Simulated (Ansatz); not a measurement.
# LuPbSe3Br: the cost of one run

Program: Ansatz 0.2.0. Level of theory: DFT PBE, scalar-relativistic, plane waves, PAW, unless a step names another level. These are calculated values, not measurements.

5 further runs of the same task are left out: 2 that didn't finish, 3 set aside as unsound or not needed.

## (1) The formula and the candidates

Pauling electronegativities: Lu 1.27, Pb 2.33, Se 2.55, Br 2.96 (spread 1.69). The formula balances with common oxidation states: Pb +4, Lu +3, Br -1, Se -2. Tabulated atomic sizes suggest about 28 Å³/atom. 27 candidates were drawn, by swapping species into database cells of other compounds, at random by space group and Wyckoff sites, or by hand, as the table says:

```tsv
name	made from	space group no.	Wyckoff sites	atoms (primitive cell)	V (Å³/atom)
c01	random	119	Lu 2a; Pb 2c; Se 4f, 2d; Br 2b	6	29.4
c02	random	123	Lu 1b; Pb 1d; Se 2h, 1a; Br 1c	6	32.7
c03	random	47	Lu 1h; Pb 1c; Se 2n, 1a; Br 1e	6	35.1
c04	random	65	Lu 2b; Pb 2a; Se 4j, 2c; Br 2d	6	29.9
c05	random	123	Lu 1d; Pb 1c; Se 2g, 1b; Br 1a	6	34.3
c06	database cell of ZrScMnNi3	160	Lu 3a; Pb 3a; Se 9b; Br 3a	6	31.5
c07	random	119	Lu 2c; Pb 2d; Se 4e, 2a; Br 2b	6	34.6
c08	random	99	Lu 1a; Pb 1b; Se 1a, 2c; Br 1b	6	35.1
c09	database cell of YSiBRh3	187	Lu 1a; Pb 1c; Se 3k; Br 1e	6	29.8
c10	database cell of LiGeSbTe3	156	Lu 1a; Pb 1c; Se 1c, 1b, 1a; Br 1b	6	30.0
c11	database cell of LiGeSbTe3	156	Lu 1b; Pb 1a; Se 1c, 1b, 1a; Br 1c	6	30.0
c12	database cell of TlSbPbS3	1	Lu 1a; Pb 1a; Se 1a, 1a, 1a; Br 1a	6	35.0
c13	random	123	Lu 1a; Pb 1d; Se 2f, 1c; Br 1b	6	31.7
c14	random	119	Lu 2c; Pb 2d; Se 4f, 2b; Br 2a	6	33.0
c15	random	44	Lu 2a; Pb 2b; Se 4c, 2b; Br 2a	6	30.6
c16	random	123	Lu 1d; Pb 1c; Se 2e, 1a; Br 1b	6	29.7
c17	random	3	Lu 1d; Pb 1d; Se 1a, 1c, 1a; Br 1b	6	35.3
c18	random	156	Lu 1b; Pb 1b; Se 3d; Br 1c	6	30.7
c19	random	123	Lu 1a; Pb 1c; Se 2g, 1b; Br 1d	6	34.1
c20	random	5	Lu 2a; Pb 2b; Se 4c, 2b; Br 2a	6	29.3
c21	random	187	Lu 1b; Pb 1f; Se 1a, 2h; Br 1d	6	30.6
c22	random	25	Lu 1b; Pb 1d; Se 2h, 1b; Br 1c	6	27.7
c23	random	187	Lu 1f; Pb 1b; Se 2i, 1d; Br 1a	6	29.8
c24	database cell of LaAlCuNi3	10	Lu 1g; Pb 1f; Se 2m, 1e; Br 1b	6	29.7
c25	random	99	Lu 1a; Pb 1b; Se 2c, 1b; Br 1b	6	34.2
c26	random	12	Lu 2b; Pb 2a; Se 4e, 2c; Br 2d	6	28.8
c27	random	42	Lu 4a; Pb 4a; Se 8c, 4a; Br 4a	6	28.6
```

## (2) Screening run of c11

The input, input.yaml:

```yaml
crystal:
  lattice:
    - [4.37046507, 0.0, 0.0]
    - [-2.18523253, 3.78493377, 0.0]
    - [0.0, 0.0, 10.89679926]
  atoms:
    - { symbol: Lu, position: [0.33333333, 0.66666667, 0.66340899] }
    - { symbol: Pb, position: [0.0, 0.0, 0.99943101] }
    - { symbol: Se, position: [0.66666667, 0.33333333, 0.82388997] }
    - { symbol: Se, position: [0.33333333, 0.66666667, 0.169314] }
    - { symbol: Se, position: [0.0, 0.0, 0.49386001] }
    - { symbol: Br, position: [0.66666667, 0.33333333, 0.350095] }
basis:
  ecutwfc: 420
kpoints:
  mp_grid: { grid: [3, 3, 1] }
hamiltonian:
  xc: pbe
scf:
  occupations: { method: gaussian, width: 0.15 }
  lower_state_search: "off"
output:
  forces: true
  stress: true
  eigenvalues: true
relax:
  adjacent_minimum: "off"
  f_tol: 0.08
  max_steps: 16
  cell: { stress_tol: 0.8 }
```

Command:

```sh
ansatz run input.yaml --threads 1 --pin off --max-ram 2560MiB --backend cpu --events-out ev --progress --plain --runs-dir out
```

What time and memory should one allow on 1 thread of Arm Neoverse V1, shared host?

About 32 s, with a peak of 0.43 GiB.
